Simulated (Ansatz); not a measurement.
# ClF₂H₂NSi: a ladder of functionals and wavefunction methods

How much do the methods differ for ClF₂H₂NSi? The plan is to run it at one geometry with functionals of several rungs and with coupled cluster, and see how far each lands from CCSD(T) at the basis-set limit for the atomisation energy.

Program: Ansatz 0.2.0, Gaussian basis. Level of theory: functionals in def2-TZVPP, the program's frozen cores in correlated methods. These are calculated values, not measurements.

Plan: LDA (SPW92), PBE-D4, revPBE-D4, BLYP-D4, r2SCAN-D4, B97M-V, PBE0-D4, B3LYP-D4, r2SCANh-D4, r2SCAN0-D4, HSE06-D4, BHLYP-D4, CAM-B3LYP-D4, LC-ωPBE, ωB97X-V, ωB97M-V, B2PLYP, PBE-QIDH; CCSD(T)/def2-SVP; CCSD(T)/def2-TZVPP; CCSD(T)/def2-QZVPP; extrapolation to the limit; RPA on PBE.

### 1 The geometry

All runs share one geometry, relaxed beforehand with PBE0-D4 in a triple-zeta def2 set.

SMILES `N[Si](F)(F)Cl`, 7 atoms, charge 0, spin multiplicity 1.

Atoms are counted from 1 here; the program's logs count them from 0.

Bond lengths: N1–Si2 1.677 Å, N1–H6 1.006 Å, N1–H7 1.006 Å, Si2–F3 1.577 Å, Si2–F4 1.577 Å, Si2–Cl5 2.031 Å. Angles: Si2–N1–H6 121.1°, Si2–N1–H7 121.1°, H6–N1–H7 112.3°, N1–Si2–F3 108.7°, N1–Si2–F4 108.8°, N1–Si2–Cl5 116.8°, F3–Si2–F4 109.7°, F3–Si2–Cl5 106.4°, F4–Si2–Cl5 106.4°.

### 2 LDA

This LDA is Slater exchange with PW92 correlation.

Contents of in.yaml:

```yaml
crystal:
  periodic: [false, false, false]
  atoms:
    - {symbol: N, position_ang: [-0.689610, 0.536095, 0.628150]}
    - {symbol: Si, position_ang: [0.375248, -0.423146, -0.242688]}
    - {symbol: F, position_ang: [1.620422, -0.751411, 0.666999]}
    - {symbol: F, position_ang: [-0.357521, -1.760706, -0.642341]}
    - {symbol: Cl, position_ang: [1.113619, 0.360958, -1.964008]}
    - {symbol: H, position_ang: [-1.641862, 0.660649, 0.327653]}
    - {symbol: H, position_ang: [-0.359094, 1.309561, 1.180536]}
basis:
  gaussian: {orbitals: def2-TZVPP}
hamiltonian: {xc: lda}
output: {orbitals: {seedname: orbitals}}
```

On the command line:

```bash
> ansatz run in.yaml --threads 2 --pin off --events-out ev --progress --plain --max-ram 32768MiB --backend cpu
```

After this run come: PBE-D4 (GGA); revPBE-D4 (GGA); BLYP-D4 (GGA); r2SCAN-D4 (meta-GGA); B97M-V (meta-GGA); B3LYP-D4 (hybrid); r2SCANh-D4 (hybrid); r2SCAN0-D4 (hybrid); HSE06-D4 (hybrid); BHLYP-D4 (hybrid); CAM-B3LYP-D4 (range-separated); LC-ωPBE (range-separated); ωB97X-V (range-separated); ωB97M-V (range-separated); B2PLYP (double hybrid); PBE-QIDH (double hybrid); CCSD(T) in def2-SVP; CCSD(T) in def2-TZVPP; CCSD(T) in def2-QZVPP; RPA on PBE orbitals.

**Question.** What will the summary of the whole plan be? Wanted: atomisation energy, CCSD(T)/CBS; farthest beyond LDA; mean size of error, GGA; mean size of error, meta-GGA; mean size of error, hybrid; mean size of error, range-separated; mean size of error, double hybrid; gap, smallest and largest; T1 diagnostic.

The runs gave:

| quantity | value |
| --- | --- |
| atomisation energy, CCSD(T)/CBS | 2793.3 kJ/mol |
| functionals within 14.0 kJ/mol (0.5 %) | B97M-V, CAM-B3LYP-D4, ωB97X-V, ωB97M-V |
| farthest beyond LDA | BHLYP-D4 (-136.6 kJ/mol) |
| mean size of error, GGA | 39.9 kJ/mol |
| mean size of error, meta-GGA | 17.1 kJ/mol |
| mean size of error, hybrid | 68.7 kJ/mol |
| mean size of error, range-separated | 16.8 kJ/mol |
| mean size of error, double hybrid | 54.9 kJ/mol |
| gap, smallest and largest | 6.39 eV (BLYP-D4), 14.02 eV (LC-ωPBE) |
| T1 diagnostic | 0.0103 |
| triples share of the correlation energy | 3.3 % |

What this shows: LDA overbinds by 391.4 kJ/mol (14 %). PBE-D4 misses by +16.4 kJ/mol. Double hybrids carry the basis error of their MP2 part in triple zeta, and no dispersion term here, so their miss is partly the set-up's. Taken by rung, range-separated functionals do best (16.8 kJ/mol on average) and hybrid ones worst beyond LDA (68.7 kJ/mol). The gap between the best rungs is small, so their order is not settled. The mean of the hybrids holds BHLYP, with half exact exchange. Misses under about 14.0 kJ/mol are within the doubt on the reference itself, which lacks core-valence correlation, relativity and higher excitations. Hartree-Fock recovers 71 % of the binding; the rest is correlation. CCSD(T) in def2-SVP is off by -291.7 kJ/mol, so the small basis spoils what the method gains. The gap grows from 6.4 to 14.0 eV across the functionals, mostly with the share of exact exchange.
